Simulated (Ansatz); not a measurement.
**H11NOSi2 (built from SMILES N.O.[SiH3][SiH3]): search for a transition state**

Wanted: the transition state of a ligand exchange through a proton shuttle (form Si1–N7, H6–O9, H2–H8 and break Si1–H2, H6–N7, H8–O9). The guess is relaxed with those distances held, a saddle search follows, and vibrations and two downhill relaxations check it.

Method: PBE0-D4, def2-SVP first, then def2-TZVP; program: Ansatz 0.2.0, Gaussian basis.

190 further runs of the same task are left out: 190 set aside as unsound or not needed. Runs told in other sessions of the task aren't counted.

### 1 Where the work starts

The guess: 15 atoms, charge 0, spin multiplicity 1.

Atoms are counted from 1 here; the program's logs count them from 0.

Bond lengths: Si1–H3 1.510 Å, Si1–H4 1.461 Å, Si1–Si5 2.297 Å, Si1–N7 1.856 Å, Si5–H10 1.464 Å, Si5–H11 1.466 Å, Si5–H12 1.473 Å, H6–N7 1.212 Å, N7–H13 1.012 Å, N7–H14 1.012 Å, O9–H15 0.958 Å. Angles: H3–Si1–H4 97.7°, H3–Si1–Si5 103.1°, H3–Si1–N7 94.8°, H4–Si1–Si5 135.8°, H4–Si1–N7 104.1°, Si5–Si1–N7 112.4°, Si1–Si5–H10 109.6°, Si1–Si5–H11 114.9°, Si1–Si5–H12 111.8°, H10–Si5–H11 108.5°, H10–Si5–H12 105.8°, H11–Si5–H12 105.8°, Si1–N7–H6 111.0°, Si1–N7–H13 111.5°, Si1–N7–H14 111.7°, H6–N7–H13 106.6°, H6–N7–H14 108.2°, H13–N7–H14 107.5°.

As a file:

```xyz
15

Si   -0.4866   -0.9501   -0.3029
H    -0.1469    0.0669    1.5351
H    -0.6436   -1.7389   -1.5813
H    -0.2075   -2.0745    0.5870
Si   -2.1279    0.6474   -0.4715
H     1.6912    0.2811    0.2106
N     1.1931   -0.2887   -0.7355
H     0.8121    0.5368    1.6710
O     2.0054    0.8604    1.3426
H    -3.2791    0.2580    0.3457
H    -1.7155    1.9984   -0.0799
H    -2.6353    0.7668   -1.8492
H     1.1437    0.3871   -1.4870
H     1.8221   -1.0253   -1.0285
H     2.5750    0.2747    1.8438
```

Distances that are to change: Si1–N7 1.86 Å, H6–O9 1.31 Å, H2–H8 1.08 Å, Si1–H2 2.13 Å, H6–N7 1.21 Å, H8–O9 1.28 Å.

### 2 Constrained relaxation of the guess

hold/in.yaml reads:

```yaml
crystal:
  periodic: [false, false, false]
  atoms:
    - {symbol: Si, position_ang: [-0.486600, -0.950100, -0.302900]}
    - {symbol: H, position_ang: [-0.146900, 0.066900, 1.535100]}
    - {symbol: H, position_ang: [-0.643600, -1.738900, -1.581300]}
    - {symbol: H, position_ang: [-0.207500, -2.074500, 0.587000]}
    - {symbol: Si, position_ang: [-2.127900, 0.647400, -0.471500]}
    - {symbol: H, position_ang: [1.691200, 0.281100, 0.210600]}
    - {symbol: N, position_ang: [1.193100, -0.288700, -0.735500]}
    - {symbol: H, position_ang: [0.812100, 0.536800, 1.671000]}
    - {symbol: O, position_ang: [2.005400, 0.860400, 1.342600]}
    - {symbol: H, position_ang: [-3.279100, 0.258000, 0.345700]}
    - {symbol: H, position_ang: [-1.715500, 1.998400, -0.079900]}
    - {symbol: H, position_ang: [-2.635300, 0.766800, -1.849200]}
    - {symbol: H, position_ang: [1.143700, 0.387100, -1.487000]}
    - {symbol: H, position_ang: [1.822100, -1.025300, -1.028500]}
    - {symbol: H, position_ang: [2.575000, 0.274700, 1.843800]}
basis:
  gaussian: {orbitals: def2-SVP}
hamiltonian: {xc: pbe0, dispersion: d4}
relax: {f_tol: 0.04, max_steps: 150, escape_saddle: false, constraints: [{distance: [0, 6]}, {distance: [5, 8]}, {distance: [1, 7]}, {distance: [0, 1]}, {distance: [5, 6]}, {distance: [7, 8]}]}
```

Started as:

```sh
> ansatz run in.yaml --threads 8 --pin off --events-out ev --progress --plain --max-ram 19148MiB
```

After this run come: Force constants to start from; Saddle search in the small basis; Saddle search in triple zeta; Vibrations at the point found; Relaxing after a step of 0.30 Å one way along the mode; Relaxing after a step of 0.30 Å the other way along the mode.

Q: Predict the outcome of this session. Wanted: imaginary mode; barrier from the start side; barrier from the end side; energy of the step; pairs that change; zero-point energy at the saddle.

As calculated:

| quantity | value |
| --- | --- |
| imaginary mode | 1401i cm⁻¹ |
| barrier from the start side | 143.8 kJ/mol |
| barrier from the end side | 145.9 kJ/mol |
| energy of the step | -2.1 kJ/mol |
| pairs that change | Si1–N7 formed, H2–H8 formed, H6–O9 formed, Si1–H2 broken, H6–N7 broken, H8–O9 broken |
| zero-point energy at the saddle | 2.889 eV |

**Reading.** The point has a single imaginary mode (1401i cm⁻¹), as a transition state must. Going downhill both ways gives the intended start and end. At PBE0-D4/def2-TZVP the electronic barrier is 143.8 kJ/mol, about 58 kT at 298 K, and the step runs 2.1 kJ/mol downhill. With so stiff a mode tunnelling counts: Wigner's rough correction is a factor of 2.9 at 298 K. A step off the saddle overshot and began above it in energy, so the link to its end is likely but not proven.
